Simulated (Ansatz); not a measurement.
What does this script print? It uses the Python package of Ansatz (0.2.0).

`run_states.py`:
```python
import ansatz as az
import numpy as np

GEOMETRY = """
Si   -0.10350    0.00960   -0.03350
Se    1.87510   -0.80330    0.54260
H    -1.10370   -0.03110    1.08550
H    -0.62510   -0.70360   -1.17660
H     0.00710    1.45470   -0.45940
"""

h3sesi = az.Crystal.molecule()
for line in GEOMETRY.strip().splitlines():
    symbol, *xyz = line.split()
    h3sesi = h3sesi.atom(symbol, [float(v) for v in xyz])
symbols = [site.symbol for site in h3sesi.cartesian_sites]

start = np.array([site.position_ang for site in h3sesi.cartesian_sites])
for factor in [1.0, 1.25, 1.6]:
    xyz = (start - start.mean(axis=0)) * factor
    scaled = az.Crystal.molecule()
    for symbol, place in zip(symbols, xyz):
        scaled = scaled.atom(symbol, place.tolist())
    model = scaled.calculation().basis(gaussian="def2-TZVP").functional("pbe0").spin("collinear", total=1)
    for search in ("off", "standard"):
        try:
            rep = model.scf(lower_state_search=search).run(threads=1, backend="cpu").report
        except az.AnsatzError as error:
            print(f"x{factor} search {search}: {type(error).__name__}")
            continue
        state = rep["mean_field"]["state"]
        print(f"all distances x{factor}, search {search:8s} E = {rep['free_energy_ev']:.5f} eV  <S^2> = {abs(state['spin_squared']):.3f}  other states met: {len(rep['mean_field']['others'])}")
```

`python run_states.py` gives:
```text
all distances x1.0, search off      E = -73264.78559 eV  <S^2> = 0.754  other states met: 0
all distances x1.0, search standard E = -73264.78559 eV  <S^2> = 0.754  other states met: 2
all distances x1.25, search off      E = -73261.56999 eV  <S^2> = 0.758  other states met: 0
all distances x1.25, search standard E = -73261.56999 eV  <S^2> = 0.758  other states met: 2
all distances x1.6, search off      E = -73255.35356 eV  <S^2> = 1.656  other states met: 0
all distances x1.6, search standard E = -73255.35356 eV  <S^2> = 1.656  other states met: 10
```

Total energies depend on the basis set; only differences at equal settings carry meaning. The count of other states can hold repeated and symmetry-equivalent ends of the search; scaling all distances is a test, and for more than two atoms no physical path. The geometry comes from a force field and isn't relaxed at this level. The run takes the species as open-shell (spin multiplicity 2), which needn't be its ground state. The expectation value of S² is noticeably off S(S+1) in at least one run, so that state is spin-contaminated. Timing: 100 s on 1 thread of Arm Neoverse V1, on a shared host, peak memory 0.43 GiB.
